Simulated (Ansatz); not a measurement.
# Ru: response to strain

Aim: deform Ru (equal xx and yy strain of -2 %) and compute stress, forces and field gradients with LAPW, PAW and all-electron datasets made for the crystal.

Method: DFT PBEsol, scalar-relativistic, in Ansatz 0.2.0.

**1. Starting point**

The structure is hexagonal, space group P6_3/mmc (No. 194). The conventional cell has a = 2.706 Å, b = 2.706 Å, c = 4.282 Å, α = 90.00°, β = 90.00°, γ = 120.00°. Ru (site symmetry -6m2) has 12 Ru at 2.65 to 2.71 Å as nearest neighbours.

As a file:

```xyz
2
Lattice="2.7058 0.0000 0.0000 -1.3529 2.3433 0.0000 0.0000 0.0000 4.2819" Properties=species:S:1:pos:R:3 pbc="T T T"
Ru    0.0000    1.5622    1.0705
Ru    1.3529    0.7811    3.2114
```

Atoms are numbered in the order of the input: Ru1, Ru2.

**2. After the deformation**

Space group P6_3/mmc before, P6_3/mmc after.

**3. All-electron LAPW**

Contents of input.yaml:

```yaml
crystal:
  lattice:
    - [2.6516833475, 0.0, 0.0]
    - [-1.3258416738, 2.2964251418, 0.0]
    - [0.0, 0.0, 4.2819]
  atoms:
    - { symbol: Ru, position: [0.3333333333, 0.6666666667, 0.25] }
    - { symbol: Ru, position: [0.6666666667, 0.3333333333, 0.75] }
kpoints:
  mp_grid: { grid: [14, 14, 8] }
  band_path:
    path:
      - [0.0, 0.0, 0.0]
      - [0.5, 0.0, 0.0]
      - [0.3333333333, 0.3333333333, 0.0]
      - [0.0, 0.0, 0.0]
      - [0.0, 0.0, 0.5]
      - [0.5, 0.0, 0.5]
      - [0.3333333333, 0.3333333333, 0.5]
      - [0.0, 0.0, 0.5]
      - [0.5, 0.0, 0.5]
    npoints: 5
scf:
  occupations: { method: fermi_dirac, width: 0.03 }
hamiltonian:
  xc: pbesol
  pseudopotentials: { kind: all_electron, lapw: { basis_error: 0.0005 } }
output:
  forces: true
  stress: true
  eigenvalues: true
```

Command:

```bash
$ ansatz run input.yaml --threads 1 --pin off --max-ram 3072MiB --backend cpu --events-out ev --progress --plain --runs-dir out
```

**4. PAW on the default files**

Contents of input.yaml:

```yaml
crystal:
  lattice:
    - [2.6516833475, 0.0, 0.0]
    - [-1.3258416738, 2.2964251418, 0.0]
    - [0.0, 0.0, 4.2819]
  atoms:
    - { symbol: Ru, position: [0.3333333333, 0.6666666667, 0.25] }
    - { symbol: Ru, position: [0.6666666667, 0.3333333333, 0.75] }
kpoints:
  mp_grid: { grid: [14, 14, 8] }
scf:
  occupations: { method: fermi_dirac, width: 0.03 }
hamiltonian:
  xc: pbesol
  pseudopotentials: { kind: paw }
output:
  forces: true
  stress: true
  eigenvalues: true
  efg: { contact_densities: true }
```

**5. All-electron PAW on datasets made for the crystal**

Changes to input.yaml since step 4:

```diff
@@ -14,3 +14,3 @@
   xc: pbesol
-  pseudopotentials: { kind: paw }
+  pseudopotentials: { kind: all_electron, datasets: crystal }
 output:
```

(Steps that only read results are left out.)

Q: Predict the outcome of this session. Wanted: pressure; largest shear or deviatoric stress.

As calculated:

| quantity | value |
| --- | --- |
| pressure | LAPW 7.79, PAW 7.81, crystal datasets 7.79 GPa |
| largest shear or deviatoric stress (LAPW) | 8.32 GPa |

In words: The largest part of the stress beyond the pressure is 8.32 GPa in size, in the zz component; the atoms are carried along and not relaxed. No run of the undeformed cell stands beside it, so the pressure holds what the given cell had before the change. PAW: stress within 0.03 GPa of LAPW. Crystal datasets: stress within 0.01 GPa of LAPW.
